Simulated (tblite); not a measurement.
# C7H18AlN: the cost of one run

Computed with tblite 0.8.0 and PySCF 2.14.0, with density-fitted response routines of our own, on a single molecule in the gas phase. Atoms count from 0, in the outputs and in this text.

**1. The starting structure**

27 atoms, charge 0, multiplicity 1; geometry from: force field or distance geometry start.

Bonds of the start (Å): C0–C1 1.54, C1–C2 1.49, C2–Al3 2.01, Al3–N4 1.92, N4–C5 1.46, N4–C6 1.43, N4–C7 1.43, C7–C8 1.50, C7–C2 1.49, C0–H9 1.11, C0–H10 1.10, C0–H11 1.09, C1–H12 1.12, C1–H13 1.10, C2–H14 1.10, Al3–H15 1.57, Al3–H16 1.58, C5–H17 1.11, C5–H18 1.10, C5–H19 1.11, C6–H20 1.13, C6–H21 1.09, C6–H22 1.13, C7–H23 1.15, C8–H24 1.11, C8–H25 1.13, C8–H26 1.09.

**2. Relaxing the molecule with GFN2-xTB**

The job: settings as JSON, then the geometry in Å.

```
{"job": {"kind": "relax", "xc": "GFN2-xTB", "basis": "xTB"}, "charge": 0, "multiplicity": 1}
C      3.004800     0.576600    -0.174600
C      1.783900     0.391000     0.744000
C      0.986400    -0.748100     0.214300
Al     0.307600    -0.415100    -1.645900
N     -1.083900     0.053000    -0.411900
C     -2.395900    -0.476200    -0.788100
C     -1.206300     1.446500    -0.132900
C     -0.471800    -0.819300     0.535400
C     -0.856400    -0.676300     1.981200
H      3.009700     1.622500    -0.543300
H      2.896900    -0.090200    -1.044200
H      3.943400     0.411600     0.362100
H      2.140900     0.226500     1.792600
H      1.230200     1.334800     0.635900
H      1.444300    -1.740200     0.302500
H      0.975000     0.798100    -2.389900
H      0.047600    -1.722000    -2.491200
H     -2.841300     0.232200    -1.511000
H     -2.274400    -1.482200    -1.215100
H     -2.982500    -0.506000     0.152800
H     -2.241500     1.779900    -0.447600
H     -1.121100     1.755500     0.909100
H     -0.531100     2.021600    -0.825100
H     -0.809900    -1.879300     0.246600
H     -0.193100    -1.285000     2.636600
H     -1.880800    -1.128200     2.097600
H     -0.900700     0.344900     2.363200
```

Command:

```bash
$ OMP_NUM_THREADS=1 python probes_run.py task.json out
```

The driver reads the jobs from task.json and runs them one after another.

**Question.** How long does this first job take on 1 thread of Arm Neoverse V1, shared host, and how much memory does it need?

About 1.6 s, with a peak of 0.18 GiB.
